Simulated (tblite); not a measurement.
# C8H16NaO4S2: the cost of one run

Computed with tblite 0.8.0 and PySCF 2.14.0 and routines of our own; the level stands in each step. Atoms count from 0.

## (1) The system as given

31 atoms, charge 1, multiplicity 1; geometry from: force field, distance geometry or constructed start.

## (2) Relaxing the molecule with GFN2-xTB

Job settings and geometry (Å):

```
{"job": {"kind": "relax", "xc": "GFN2-xTB", "basis": "xTB"}, "charge": 1, "multiplicity": 1}
O     -0.000400     1.129700    -3.692400
S      1.143300     1.095200    -2.820900
O      1.062800     0.650100    -1.436400
C      2.454500     0.187000    -3.627300
C      3.369700     1.242700    -4.217400
C      3.402100     2.390800    -3.216000
C      1.952500     2.688300    -2.862200
O     -1.138200    -0.805100     1.287600
S     -2.327700    -0.739400     2.109700
O     -3.214900     0.410600     2.103000
C     -3.309300    -2.210000     1.838200
C     -2.969000    -3.136900     3.002200
C     -2.807300    -2.235400     4.231300
C     -1.874800    -1.104300     3.796300
Na    -0.002200     0.005100     0.000200
H      2.976200    -0.399400    -2.850700
H      2.033700    -0.481000    -4.376000
H      4.368500     0.840800    -4.420000
H      2.955500     1.602700    -5.168800
H      3.908200     3.276700    -3.616400
H      3.950100     2.080800    -2.314700
H      1.848300     3.183600    -1.891800
H      1.475000     3.287300    -3.633300
H     -4.366100    -1.924000     1.863900
H     -3.060400    -2.642600     0.871100
H     -3.748800    -3.892200     3.153800
H     -2.022200    -3.653800     2.799700
H     -2.399300    -2.781900     5.084300
H     -3.779800    -1.829600     4.515100
H     -1.992200    -0.210600     4.420000
H     -0.829200    -1.428900     3.800900
```

Started as:

```bash
> OMP_NUM_THREADS=1 python large_run.py task.json out
```

This one command runs all jobs of the session in turn.

Q: Estimate the wall time and peak memory of this first job on 1 thread of Arm Neoverse N1, shared host.

About 3.5 s, with a peak of 0.18 GiB.
